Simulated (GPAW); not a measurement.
Crystal: MoSe.

```
CELL_PARAMETERS angstrom
3.50023 0.00000 0.00000
0.00000 3.50023 0.00000
0.00000 0.00000 3.50023
ATOMIC_POSITIONS crystal
Mo 0.00000 0.00000 0.00000
Se 0.50000 0.50000 0.50000
```

The cell was built by a generator and needn't be a form met in nature.

Base run:

| Item | Value |
| --- | --- |
| Program | GPAW 26.7.0 |
| Functional | LDA |
| Potentials or basis | the program's PAW data sets (release 1.2.1) made for this functional |
| Cutoff | 600 eV |
| Basis | pw |
| k mesh | 8 × 8 × 8 |
| Occupations | fermi-dirac, width 0.05 eV |
| Spin | no spin polarisation |
| Hubbard terms | Mo d U = 6 eV |

Its results: band gap on the k mesh 0.97 eV, indirect (least direct gap 2.10 eV); pressure -10.3 GPa.

**Question.** The run is repeated on the same cell with these changes: hubbard terms from Mo d U = 6 eV to none. What comes out?

**Answer.** Band gap on the k mesh none (metal or under the smearing width); pressure -32.0 GPa.

The U term pushes filled and empty states of the shell apart.

Caveats: a pressure of tens of GPa on the cell as given is suspect, and the run, the potentials or the cell itself is likely at fault (some runs).

A k mesh can miss the band edges.
